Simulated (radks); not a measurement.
**Ca¹⁵⁺ in [He] 2s2 2p1: an all-electron calculation**

One table from this session's results is given with a row withheld; the runs are named, their logs left out.

Method: Dirac Kohn-Sham, PBE, spin-unpolarised, spherical densities, finite nucleus; open shells fill j = l - 1/2 first. Code: radks (a radial shooting solver on a logarithmic mesh, Libxc functionals) version 1.

### What is computed

- element: calcium (Z = 20)
- charge: +15
- electrons: 5
- configuration: [He] 2s2 2p1
- nuclear rms radius: 3.4776 fm

The first run:

Settings of this run:

```text
Z 20
configuration [He] 2s2 2p1 3s0 3p0 3d0
relativity Dirac
functional pbe,pbe
spin unpolarised
j_filling energy
nucleus finite rms 3.4776 fm
c 137.035999084
```

Command:

```
> python run_ks.py task.json out
```

This one command runs every case of the session in turn.

One table of the session follows, with a row left open; its other results are not shown here.

It belongs to the step «Shells». From the orbitals of this run (lengths in bohr):

| level | <r> | outermost maximum (interpolated) | 90 % within | nodes |
| --- | --- | --- | --- | --- |
| 1s1/2 | 0.07639 | 0.0502 | 0.136 | 0 |
| 2s1/2 | 0.3276 | 0.281 | 0.502 | 1 |
| 2p1/2 | 0.2822 | 0.223 | 0.456 | 0 |
| 2p3/2 | 0.2842 | 0.225 | 0.458 | 0 |
| 3s1/2 | ? | ? | ? | ? |
| 3p1/2 | 0.7434 | 0.705 | 1.10 | 1 |
| 3p3/2 | 0.7462 | 0.708 | 1.10 | 1 |
| 3d3/2 | 0.6453 | 0.551 | 0.977 | 0 |
| 3d5/2 | 0.6462 | 0.552 | 0.978 | 0 |

Estimate the missing values for 3s1/2.

As computed: <r>: 0.7772; outermost maximum (interpolated): 0.741; 90 % within: 1.12; nodes: 2. In the column «<r>» it is the highest.

Caveats from the session: Spin polarisation and multiplet splitting are left out.
